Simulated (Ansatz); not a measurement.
# GdSe: the cost of one run

Computed with Ansatz 0.2.0 (DFT LDA+U (U_eff = 4 eV on Gd f), plane waves, PAW, no spin–orbit coupling unless a run says so, unless a step's input says otherwise).

## (1) The system as given

The structure is cubic, space group Pm-3m (No. 221). Conventional cell: a = 3.497 Å, b = 3.497 Å, c = 3.497 Å, α = 90.00°, β = 90.00°, γ = 90.00°. Gd (site symmetry m-3m) is surrounded by 8 Se at 3.03 Å. Se (site symmetry m-3m) has 8 Gd at 3.03 Å as nearest neighbours.

Coordinates:

```
Gd Se
1.0
     3.49687    0.00000    0.00000
     0.00000    3.49687    0.00000
     0.00000    0.00000    3.49687
Gd Se
1 1
Direct
  0.00000 0.00000 0.00000
  0.50000 0.50000 0.50000
```

An earlier series on this cell reached its lowest free state from «ferromagnetic start, free, natural orbitals of the symmetric run filled by rank», perhaps among other starts.

## (2) Total moment locked, 6.30 μB per cell

input.yaml

```yaml
crystal:
  lattice:
    - [3.49687449, 0.0, 0.0]
    - [0.0, 3.49687449, 0.0]
    - [0.0, 0.0, 3.49687449]
  atoms:
    - { symbol: Gd, position: [0.0, 0.0, 0.0], spin: 6.3 }
    - { symbol: Se, position: [0.5, 0.5, 0.5] }
basis:
  ecutwfc: 420
  ecutrho_ratio: 4
kpoints:
  mp_grid: { grid: [5, 5, 5] }
hamiltonian:
  xc: lda
  hubbard:
    sites:
      - { site: 0, l: f, u_eff: 4.0, starting_ns: [{ spin: up, occupation_matrix: s0up }, { spin: down, occupation_matrix: s0down }] }
    occupation_matrices:
      s0up:
        matrix:
          - [0.97, 0.0, 0.0, 0.0, 0.0, 0.0, 0.0]
          - [0.0, 0.97, 0.0, 0.0, 0.0, 0.0, 0.0]
          - [0.0, 0.0, 0.97, 0.0, 0.0, 0.0, 0.0]
          - [0.0, 0.0, 0.0, 0.97, 0.0, 0.0, 0.0]
          - [0.0, 0.0, 0.0, 0.0, 0.97, 0.0, 0.0]
          - [0.0, 0.0, 0.0, 0.0, 0.0, 0.97, 0.0]
          - [0.0, 0.0, 0.0, 0.0, 0.0, 0.0, 0.97]
      s0down:
        matrix:
          - [0.02, 0.0, 0.0, 0.0, 0.0, 0.0, 0.0]
          - [0.0, 0.02, 0.0, 0.0, 0.0, 0.0, 0.0]
          - [0.0, 0.0, 0.02, 0.0, 0.0, 0.0, 0.0]
          - [0.0, 0.0, 0.0, 0.02, 0.0, 0.0, 0.0]
          - [0.0, 0.0, 0.0, 0.0, 0.02, 0.0, 0.0]
          - [0.0, 0.0, 0.0, 0.0, 0.0, 0.02, 0.0]
          - [0.0, 0.0, 0.0, 0.0, 0.0, 0.0, 0.02]
    ns_hold: { iters: 8 }
scf:
  occupations: { method: gaussian, width: 0.05 }
  lower_state_search: "off"
  max_iter: 150
output:
  forces: true
  stress: true
  eigenvalues: true
  populations: true
  hubbard: { sites: [{ site: 0, l: f }] }
magnetization:
  spin_polarized: true
  initial_magnetization: 6.3
  spin_locking: { lock_magnetization: hard }
```

At this filling each channel is wholly full or empty, so no choice of orbitals remains. The typed matrices put 0.97 on the chosen orbitals and 0.02 on the others, and are held for 8 cycles. The lock stays on to the end, so the result is a constrained state.

Launch:

```console
> ansatz run input.yaml --threads 2 --pin off --max-ram 3072MiB --backend cpu --events-out ev --progress --plain --runs-dir out
```

Q: Estimate wall time and peak memory on 2 threads of Arm Neoverse N1, shared host.

About 4 s, with a peak of 0.37 GiB.
